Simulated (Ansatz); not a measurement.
# CHGeN (triplet): from Hartree-Fock to the top rungs, cc-pVDZ

An exercise on one series of results from a longer session: the logs are not shown, and one member is left open.

Method: cc-pVDZ, core rule «outside noble gas», up to 16 orbitals frozen; program: Ansatz 0.2.0, Gaussian basis.

To be run: UHF; CCSD(T) on ROHF; CCSD(T) on UHF; BCCD(T) on ROHF; CISD as a restricted active space (open shells left free, so some higher excitations enter); CCSDT(Q) on ROHF; CCSDT(Q) on UHF; CASSCF and NEVPT2, 10 electrons in 10 orbitals.

14 further runs of the same task are left out: 5 that didn't finish, 9 set aside as unsound or not needed. Runs told in other sessions of the task aren't counted.

## The geometry

The geometry is a PBE0/def2-TZVP stationary point (not a proven minimum) of the parent state, kept for this charge and spin. No spin-orbit coupling is included. The filled d shell of Ge may be among the frozen orbitals whatever the setting's name suggests.

4 atoms, charge 0, spin multiplicity 3.

Atoms are counted from 1 here; the program's logs count them from 0.

Bond lengths: C1–N2 1.176 Å, N2–Ge3 1.876 Å, Ge3–H4 1.594 Å. Angles: C1–N2–Ge3 169.3°, N2–Ge3–H4 92.2°.

The first run:

in.yaml reads:

```yaml
crystal:
  periodic: [false, false, false]
  atoms:
    - {symbol: C, position_ang: [0.000000, -0.025393, 2.411996]}
    - {symbol: N, position_ang: [0.000000, 0.104738, 1.243296]}
    - {symbol: Ge, position_ang: [0.000000, -0.037454, -0.627336]}
    - {symbol: H, position_ang: [0.000000, 1.546360, -0.808140]}
basis:
  gaussian: {orbitals: cc-pVDZ}
magnetization: {spin_polarized: true, initial_magnetization: 2}
hamiltonian: {xc: hf}
output: {orbitals: {seedname: orbitals}}
```

Command:

```sh
ansatz run in.yaml --threads 1 --pin off --events-out ev --progress --plain --max-ram 2393MiB
```

Steps of the session up to this table: UHF; CCSD(T) on ROHF; CCSD(T) on UHF; BCCD(T) on ROHF; CISD as a restricted active space (open shells left free, so some higher excitations enter); CCSDT(Q) on ROHF; CCSDT(Q) on UHF; CASSCF and NEVPT2, 10 electrons in 10 orbitals.

One of the session's tables, all rows but one given; the rest of the session is left out.

It belongs to the step «Misses and costs». 

```
   method  from UCCSDT(Q) (meV)
     ROHF               +9965.3
      UHF               +9864.9
     RMP2               +1120.0
     UMP2               +1114.4
    RCCSD                +477.9
    UCCSD                +463.9
 RCCSD(T)                     ?
 UCCSD(T)                 +62.4
  BCCD(T)                 +68.9
   RCCSDT                 +46.9
   UCCSDT                 +36.2
RCCSDT(Q)                 +13.6
UCCSDT(Q)                     0
```

Estimate the missing values for RCCSD(T).

The run gave: from UCCSDT(Q) (meV): +72.0. In the column «from UCCSDT(Q) (meV)» it lies between BCCD(T) (+68.9) and UCCSD (+463.9).

Not comparable, so not listed: CISD as a restricted active space (open shells left free, so some higher excitations enter) (they don't share determinant, frozen orbitals or solution with the rows shown, or repeat one).

Caveats from the session: Left out of the table: CASSCF frontier, NEVPT2 frontier (the active space lost an orbital or holds another state than full CI finds). Restricted and unrestricted rows rest on different reference determinants; a gap between their highest levels can come from leftover correlation error, from unlike frozen cores or from another state. Warnings in the runs' records: passed over end.
